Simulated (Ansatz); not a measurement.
# AlBClH3N2: two geometries relaxed

Aim: relax the geometries before and after the inversion of the pyramid at N1, and see whether they are two minima and how far apart in energy. SMILES of the start: [NH2][Al]1[NH][B]1Cl.

All numbers below are computed with Ansatz 0.2.0 (RKS B3LYP-D4/def2-SVP).

## 1. The system as given

Bond lengths: N1–Al2 1.867 Å, Al2–N3 1.833 Å, Al2–B4 2.110 Å, N3–B4 1.639 Å, B4–Cl5 1.805 Å, N1–H6 1.110 Å, N1–H7 1.050 Å, N3–H8 1.080 Å. Angles: N1–Al2–N3 155.0°, N1–Al2–B4 156.2°, N3–Al2–B4 48.5°, Al2–N1–H6 107.5°, Al2–N1–H7 110.4°, H6–N1–H7 104.2°, Al2–N3–B4 74.6°, Al2–N3–H8 104.6°, B4–N3–H8 101.0°, Al2–B4–N3 56.9°, Al2–B4–Cl5 153.9°, N3–B4–Cl5 149.2°.

Coordinates:

```xyz
8

N    -0.5485    1.9166    0.8073
Al   -0.3002    0.1662    0.2057
N    -0.5474   -1.2499   -0.9314
B     0.6088   -1.7359    0.1241
Cl    1.7284   -3.0238    0.7120
H    -1.2438    2.4172    0.1021
H     0.3437    2.4632    0.7219
H     0.0511   -1.0107   -1.7976
```

## 2. Relaxing end A

Contents of input.yaml:

```yaml
crystal:
  periodic: [false, false, false]
  atoms:
    - { symbol: "N", position_ang: [-0.5485, 1.9166, 0.8073] }
    - { symbol: Al, position_ang: [-0.3002, 0.1662, 0.2057] }
    - { symbol: "N", position_ang: [-0.5474, -1.2499, -0.9314] }
    - { symbol: B, position_ang: [0.6088, -1.7359, 0.1241] }
    - { symbol: Cl, position_ang: [1.7284, -3.0238, 0.712] }
    - { symbol: H, position_ang: [-1.2438, 2.4172, 0.1021] }
    - { symbol: H, position_ang: [0.3437, 2.4632, 0.7219] }
    - { symbol: H, position_ang: [0.0511, -1.0107, -1.7976] }
basis:
  gaussian: { orbitals: def2-SVP }
hamiltonian:
  xc: b3lyp
  dispersion: d4
relax:
  f_tol: 0.015
  max_steps: 40
output:
  orbitals: {}
```

Started as:

```sh
ansatz run input.yaml --threads 1 --pin off --max-ram 2048MiB --backend cpu --events-out ev --progress --plain --runs-dir out
```

Log (excerpt; [...] marks lines left out):

```text
Warning: RAYON_NUM_THREADS=1 ignored (pool sized by the plan → 1); use --threads N
[...]
Functional definition: B3LYP
[...]
985 factors; integrals over basis functions are off by at most 3.2e-4 eV
[...]
mean field -22816.74626971 eV, -838.4999596656 hartree, gradient 8.4e-5 eV, S^2 0.000000; 0 other end points of the search recorded, 0 dependent functions left out
[...]
reference -22816.74652399 eV, -838.4999690104 hartree; 26, 26 occupied and 67, 67 virtual orbitals, 985 factors
relax step   1: F+E_penalty+E_count = -22817.01120520 eV  Δ(F+E_penalty+E_count) = +0.000e0 eV  max|allowed force component| = 3.688e0 eV/Å  Δτ_max = 0.0000 Å  (30 SCF iters, accepted)
[...]
relax step   4: F+E_penalty+E_count = -22819.33883667 eV  Δ(F+E_penalty+E_count) = -3.851e-1 eV  max|allowed force component| = 1.340e0 eV/Å  Δτ_max = 0.1946 Å  (31 SCF iters, accepted)
[...]
relax step   7: F+E_penalty+E_count = -22819.64251799 eV  Δ(F+E_penalty+E_count) = -2.057e-2 eV  max|allowed force component| = 3.357e-1 eV/Å  Δτ_max = 0.1993 Å  (29 SCF iters, accepted)
[...]
relax step  10: F+E_penalty+E_count = -22819.66230063 eV  Δ(F+E_penalty+E_count) = -1.760e-4 eV  max|allowed force component| = 8.277e-2 eV/Å  Δτ_max = 0.0170 Å  (32 SCF iters, accepted)
[...]
relax step  11: F+E_penalty+E_count = -22819.66270540 eV  Δ(F+E_penalty+E_count) = -4.048e-4 eV  max|allowed force component| = 1.765e-2 eV/Å  Δτ_max = 0.0093 Å  (25 SCF iters, accepted)
[...]
relax step  12: F+E_penalty+E_count = -22819.66275476 eV  Δ(F+E_penalty+E_count) = -4.936e-5 eV  max|allowed force component| = 1.363e-2 eV/Å  Δτ_max = 0.0033 Å  (26 SCF iters, accepted)
985 factors; integrals over basis functions are off by at most 3.0e-4 eV
[...]
mean field -22819.38281201 eV, -838.5968508082 hartree, gradient 1.2e-5 eV, S^2 0.000000; 1 other end points of the search recorded, 0 dependent functions left out
[...]
reference -22819.38306621 eV, -838.5968601500 hartree; 26, 26 occupied and 67, 67 virtual orbitals, 985 factors
Total energy: -22819.66300896 eV, -838.6071478563 hartree
Atom 0 at    -0.469422     1.951736     0.503995 Å, force     0.003465    -0.013447    -0.007035 eV/Å
Atom 1 at     0.141792     0.295168     0.417046 Å, force    -0.002477     0.002613     0.002828 eV/Å
Atom 2 at    -0.069146    -1.031542    -0.831758 Å, force     0.003413     0.005563     0.013626 eV/Å
Atom 3 at     0.743550    -1.587896     0.163911 Å, force     0.004154     0.002431    -0.004130 eV/Å
Atom 4 at     1.473670    -3.184658     0.312185 Å, force    -0.001733    -0.001945     0.001223 eV/Å
Atom 5 at    -1.060232     2.391268    -0.196313 Å, force    -0.003864     0.004330    -0.003140 eV/Å
Atom 6 at    -0.279626     2.603694     1.258456 Å, force     0.001136     0.007353     0.008845 eV/Å
Atom 7 at    -0.388487    -1.494870    -1.683422 Å, force    -0.004094    -0.006899    -0.012216 eV/Å
Dipole moment:    -0.336847     0.619687    -0.152055 e Å
```

Wall time 1.9 min (1 thread of Intel Xeon at 2.50GHz (Skylake/Cascade Lake), shared host); peak memory 0.2 GiB.

Step by step:

```csv
step,energy from step 1 (eV),largest force component (eV/Å)
1,0.0000,3.6876
2,-1.1590,3.3856
3,-1.9426,2.8353
4,-2.3276,1.3401
5,-2.4823,0.8070
6,-2.6107,0.4422
7,-2.6313,0.3357
8,-2.6481,0.2651
9,-2.6509,0.0709
10,-2.6511,0.0828
11,-2.6515,0.0177
12,-2.6516,0.0136
```

Step 1 is the start.

After: Bond lengths: N1–Al2 1.768 Å, Al2–N3 1.834 Å, Al2–B4 1.993 Å, N3–B4 1.400 Å, B4–Cl5 1.762 Å, N1–H6 1.016 Å, N1–H7 1.015 Å, N3–H8 1.021 Å. Angles: N1–Al2–N3 132.2°, N1–Al2–B4 174.9°, N3–Al2–B4 42.7°, Al2–N1–H6 124.9°, Al2–N1–H7 125.0°, H6–N1–H7 110.1°, Al2–N3–B4 74.7°, Al2–N3–H8 158.8°, B4–N3–H8 126.5°, Al2–B4–N3 62.6°, Al2–B4–Cl5 166.1°, N3–B4–Cl5 131.3°.

## 3. End point B

The second end starts from a geometry with the move made by hand.

Edit input.yaml of step 2 so:

```diff
@@ -8,4 +8,4 @@
     - { symbol: Cl, position_ang: [1.7284, -3.0238, 0.712] }
-    - { symbol: H, position_ang: [-1.2438, 2.4172, 0.1021] }
-    - { symbol: H, position_ang: [0.3437, 2.4632, 0.7219] }
+    - { symbol: H, position_ang: [-1.56847, 1.98016, 1.23969] }
+    - { symbol: H, position_ang: [0.08825, 2.11934, 1.61695] }
     - { symbol: H, position_ang: [0.0511, -1.0107, -1.7976] }
@@ -19,3 +19 @@
   max_steps: 40
-output:
-  orbitals: {}
```

Started as:

```sh
ansatz run input.yaml --threads 1 --pin off --max-ram 2048MiB --backend cpu --events-out ev --progress --plain --runs-dir out
```

Log (excerpt; [...] marks lines left out):

```text
Warning: RAYON_NUM_THREADS=1 ignored (pool sized by the plan → 1); use --threads N
[...]
[... 1 set-up line as earlier in the session ...]
[...]
985 factors; integrals over basis functions are off by at most 3.2e-4 eV
[...]
mean field -22816.72306877 eV, -838.4991070467 hartree, gradient 6.4e-5 eV, S^2 0.000000; 0 other end points of the search recorded, 0 dependent functions left out
[...]
reference -22816.72332485 eV, -838.4991164578 hartree; 26, 26 occupied and 67, 67 virtual orbitals, 985 factors
relax step   1: F+E_penalty+E_count = -22816.98769571 eV  Δ(F+E_penalty+E_count) = +0.000e0 eV  max|allowed force component| = 3.628e0 eV/Å  Δτ_max = 0.0000 Å  (29 SCF iters, accepted)
[...]
relax step   4: F+E_penalty+E_count = -22819.28244468 eV  Δ(F+E_penalty+E_count) = -4.028e-1 eV  max|allowed force component| = 1.645e0 eV/Å  Δτ_max = 0.1945 Å  (29 SCF iters, accepted)
[...]
reference -22819.38308532 eV, -838.5968608522 hartree; 26, 26 occupied and 67, 67 virtual orbitals, 985 factors
Total energy: -22819.66300786 eV, -838.6071478158 hartree
Atom 0 at    -0.640706     1.729247     1.041448 Å, force     0.001490    -0.004593    -0.000425 eV/Å
Atom 1 at     0.067044     0.144951     0.702727 Å, force     0.000344     0.011820     0.005935 eV/Å
Atom 2 at    -0.115768    -1.011832    -0.708198 Å, force    -0.000379    -0.007607    -0.001279 eV/Å
Atom 3 at     0.778186    -1.638516     0.169253 Å, force    -0.000764    -0.000071    -0.003822 eV/Å
Atom 4 at     1.615093    -3.185811     0.067672 Å, force    -0.000529    -0.000691     0.000633 eV/Å
Atom 5 at    -1.291259     2.219870     0.433952 Å, force     0.001009    -0.001263     0.000753 eV/Å
Atom 6 at    -0.455844     2.282279     1.872630 Å, force    -0.001586     0.001044    -0.000474 eV/Å
Atom 7 at    -0.444766    -1.378189    -1.602743 Å, force     0.000416     0.001361    -0.001321 eV/Å
Dipole moment:    -0.384036     0.608675    -0.051114 e Å
```

It took 2 min on 1 thread of Intel Xeon at 2.50GHz (Skylake/Cascade Lake), shared host; peak memory 0.2 GiB.

Relaxation path:

```csv
step,energy from step 1 (eV),largest force component (eV/Å)
1,0.0000,3.6281
2,-1.1140,3.3859
3,-1.8920,2.3690
4,-2.2947,1.6449
5,-2.5179,0.6927
6,-2.6093,0.5210
7x,-2.6060,1.0341
8,-2.6512,0.4118
9,-2.6650,0.2087
10,-2.6674,0.4019
11,-2.6750,0.0270
12,-2.6751,0.0118
```

Step 1 is the start. 1 step was tried and not accepted (7; marked x where the table lists them).

After: Bond lengths: N1–Al2 1.768 Å, Al2–N3 1.834 Å, Al2–B4 1.993 Å, N3–B4 1.401 Å, B4–Cl5 1.762 Å, N1–H6 1.016 Å, N1–H7 1.015 Å, N3–H8 1.021 Å. Angles: N1–Al2–N3 132.3°, N1–Al2–B4 175.0°, N3–Al2–B4 42.7°, Al2–N1–H6 125.1°, Al2–N1–H7 124.9°, H6–N1–H7 110.1°, Al2–N3–B4 74.7°, Al2–N3–H8 158.8°, B4–N3–H8 126.4°, Al2–B4–N3 62.6°, Al2–B4–Cl5 166.1°, N3–B4–Cl5 131.3°.

## 4. What came out

| quantity | value |
| --- | --- |
| end A | 11 moves, 2.652 eV lower |
| end B | 10 moves, 2.675 eV lower |
| largest difference between the ends | 0.00 Å |
| end B relative to end A | +0.000 eV |

The two relaxations end at one structure, within 0.00 Å: no second minimum was found from this start, which doesn't rule one out.
